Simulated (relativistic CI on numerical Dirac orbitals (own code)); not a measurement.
# Co⁵⁺: L-alpha,beta emission multiplets

Aim: the L-alpha,beta emission spectrum of Co⁵⁺ in 3 surroundings, from the same atomic integrals.

Method: Dirac-Coulomb-Breit CI, KLI orbitals optimised for each configuration, model QED (radiative potential, 1s self-energy scaled to tabulated hydrogen-like ionisation energies), valence Slater integrals scaled by 0.9, multiplet model of X-ray emission after core ionisation in a parametric crystal field. Code: relativistic CI on numerical Dirac orbitals (own code) version 1.

## (1) What is computed

```
ion            : Co⁵⁺ (Co VI)
nuclear charge : 27
electrons      : 22
configurations : [Ar] 3d4 → [He] 2s2 2p5 3s2 3p6 3d4 → [Ar] 3d3
temperature    : 80 K
widths         : Lorentz 0.6 eV, Gauss 0.5 eV
surrounding 1  : Oh, 10Dq = 36900 cm⁻¹
surrounding 2  : Oh, 10Dq = 47250 cm⁻¹
surrounding 3  : Oh, 10Dq = 57600 cm⁻¹
```

## (2) Surrounding 1: Oh, 10Dq = 36900

Settings of the run:

```ini
atom Co  Z=27  charge=5  electrons=22
nucleus A=59  rms_radius_fm=3.7875
hamiltonian dirac-coulomb  breit=on  qed=on  c_scale=1
orbitals kli  potential=per-configuration
slater_scale 0.9
correlation none
mixing on
configurations
  [Ar] 3d4
  [He] 2s2 2p5 3s2 3p6 3d4
  [Ar] 3d3
end
emission L-alpha,beta T=80 lorentz=0.6 gauss=0.5
crystal_field Oh 10Dq=36900
```

From the run's result record (rounded, not every field):

```text
{
  "status": "converged",
  "curve, one point in 7 above 2 % of the maximum [energy, intensity] [eV; 1/eV]": [
    [784.3, 0.002525],
    [785, 0.00592],
    [785.7, 0.007297],
    [786.4, 0.01051],
    [787.1, 0.02003],
    [787.8, 0.01725],
    [788.5, 0.01907],
    [789.2, 0.01693],
    [789.9, 0.02209],
    [790.6, 0.02182],
    [791.3, 0.02495],
    [792, 0.03571],
    [792.7, 0.02756],
    [793.4, 0.01959],
    [794.1, 0.02087],
    [794.8, 0.0247],
    [795.5, 0.02904],
    [796.2, 0.03363],
    [796.9, 0.03517],
    [797.6, 0.02807],
    [798.3, 0.0303],
    [799, 0.03638],
    [799.7, 0.03359],
    [800.4, 0.0289],
    [801.1, 0.03448],
    [801.8, 0.0326],
    [802.5, 0.04673],
    [803.2, 0.05096],
    [803.9, 0.05689],
    [804.6, 0.06548],
    [805.3, 0.1223],
    [806, 0.04879],
    [806.7, 0.0289],
    [807.4, 0.02444],
    [808.1, 0.04596],
    [808.8, 0.1232],
    [809.5, 0.05876],
    [810.2, 0.02951],
    [810.9, 0.0146],
    [811.6, 0.008315],
    [812.3, 0.005876],
    [813, 0.004631],
    [813.7, 0.003647],
    [814.4, 0.004078]
  ],
  "sticks, the strongest [energy, strength] [eV, share]": [
    [792.21, 0.02055],
    [796.58, 0.0112],
    [799.4, 0.01215],
    [800.81, 0.02221],
    [802.4, 0.02166],
    [802.41, 0.008553],
    [803.54, 0.02281],
    [803.61, 0.01709],
    [804.8, 0.01508],
    [805.25, 0.07232],
    [805.42, 0.03758],
    [808.37, 0.01196],
    [808.83, 0.1242],
    [809.51, 0.02124]
  ],
  "centroid [eV]": 801.07,
  "spread [eV]": 7.0057,
  "peak [eV]": 808.8,
  "ground_S": 1.04693,
  "radial 2p5 3d4 [Ha, bohr]": {"<r^-3>(2p)": 552.65, "<r^1>(2p)": 0.22109, "<r^2>(2p)": 0.059893, "<r^4>(2p)": 0.0072186, "zeta(2p)": 0.35475, "<r^-3>(3d)": 10.003, "<r^1>(3d)": 0.75313, "<r^2>(3d)": 0.68344, "<r^4>(3d)": 0.89863, "F2(3d,3d)": 0.58999, "F4(3d,3d)": 0.3736, "F2(2p,3d)": 0.36348, "G1(2p,3d)": 0.28842, "G3(2p,3d)": 0.16435, "zeta(3d)": 0.0045115},
  "radial 2p6 3d3 [Ha, bohr]": {"<r^-3>(3d)": 8.8151, "<r^1>(3d)": 0.78699, "<r^2>(3d)": 0.74533, "<r^4>(3d)": 1.0616, "F2(3d,3d)": 0.56426, "F4(3d,3d)": 0.35731, "zeta(3d)": 0.0036014}
}
```

Run time: 0.9 s. Hardware: 1 thread, shared host.

## (3) Surrounding 2: Oh, 10Dq = 47250

The settings differ from step 2 so:

```diff
@@ -13,2 +13,2 @@
 emission L-alpha,beta T=80 lorentz=0.6 gauss=0.5
-crystal_field Oh 10Dq=36900
+crystal_field Oh 10Dq=47250
```

Main fields:

```text
{
  "status": "converged",
  "curve, one point in 11 above 2 % of the maximum [energy, intensity] [eV; 1/eV]": [
    [785.2, 0.00533],
    [786.3, 0.009823],
    [787.4, 0.01085],
    [788.5, 0.0153],
    [789.6, 0.0416],
    [790.7, 0.03969],
    [791.8, 0.04998],
    [792.9, 0.02891],
    [794, 0.02431],
    [795.1, 0.01814],
    [796.2, 0.0263],
    [797.3, 0.02055],
    [798.4, 0.03418],
    [799.5, 0.03267],
    [800.6, 0.02894],
    [801.7, 0.02838],
    [802.8, 0.06347],
    [803.9, 0.06866],
    [805, 0.2364],
    [806.1, 0.02922],
    [807.2, 0.0166],
    [808.3, 0.01586],
    [809.4, 0.03839],
    [810.5, 0.008801],
    [811.6, 0.006013]
  ],
  "sticks, the strongest [energy, strength] [eV, share]": [
    [789.63, 0.02926],
    [790.71, 0.01631],
    [791.94, 0.03218],
    [802.55, 0.02513],
    [803.04, 0.02795],
    [804.81, 0.2344],
    [804.96, 0.07502],
    [809.41, 0.0375]
  ],
  "centroid [eV]": 799.967,
  "spread [eV]": 6.60281,
  "peak [eV]": 804.8,
  "ground_S": 1.00509
}
```

Wall time 0.89 s (1 thread, shared host).

## (4) Surrounding 3: Oh, 10Dq = 57600

The settings differ from step 3 so:

```diff
@@ -13,2 +13,2 @@
 emission L-alpha,beta T=80 lorentz=0.6 gauss=0.5
-crystal_field Oh 10Dq=47250
+crystal_field Oh 10Dq=57600
```

Main fields:

```text
{
  "status": "converged",
  "curve, one point in 11 above 2 % of the maximum [energy, intensity] [eV; 1/eV]": [
    [785, 0.005915],
    [786.1, 0.0131],
    [787.2, 0.01329],
    [788.3, 0.01914],
    [789.4, 0.03581],
    [790.5, 0.06104],
    [791.6, 0.07268],
    [792.7, 0.0454],
    [793.8, 0.01955],
    [794.9, 0.01903],
    [796, 0.01816],
    [797.1, 0.02079],
    [798.2, 0.02849],
    [799.3, 0.02321],
    [800.4, 0.03249],
    [801.5, 0.02033],
    [802.6, 0.03201],
    [803.7, 0.07117],
    [804.8, 0.2052],
    [805.9, 0.02512],
    [807, 0.01578],
    [808.1, 0.03178],
    [809.2, 0.006501],
    [810.3, 0.007152]
  ],
  "sticks, the strongest [energy, strength] [eV, share]": [
    [789.26, 0.01708],
    [790.7, 0.01713],
    [791.48, 0.04203],
    [793, 0.0147],
    [802.58, 0.01553],
    [804.46, 0.2396],
    [804.59, 0.09741],
    [808.08, 0.03172]
  ],
  "centroid [eV]": 798.699,
  "spread [eV]": 6.93226,
  "peak [eV]": 804.5,
  "ground_S": 1.00134
}
```

Wall time 0.88 s (1 thread, shared host).

## (5) The spectra side by side

| surrounding | ground S | centroid (eV) | spread (eV) | up to four highest peaks (% of the highest), eV |
| --- | --- | --- | --- | --- |
| 1: Oh | 1.05 | 801.07 | 7.01 | 802.4 (38), 803.6 (51), 805.3 (99), 808.8 (100) |
| 2: Oh | 1.01 | 799.97 | 6.60 | 791.2 (18), 791.9 (20), 803.0 (25), 804.8 (100) |
| 3: Oh | 1.00 | 798.70 | 6.93 | 790.9 (27), 791.4 (26), 792.9 (16), 804.5 (100) |

## (6) Summary of results

| quantity | value |
| --- | --- |
| highest peak, first run | 808.8 eV |
| ground spin (effective S from ⟨S²⟩) | 1.00 to 1.05 |

In words: The position of the maximum differs by up to 4.3 eV between the surroundings, by shifts of peaks or by peaks exchanging rank. Photon energies are those of the free ion; lines in solids lie some eV away, more where the ion's charge is far from that in the solid.
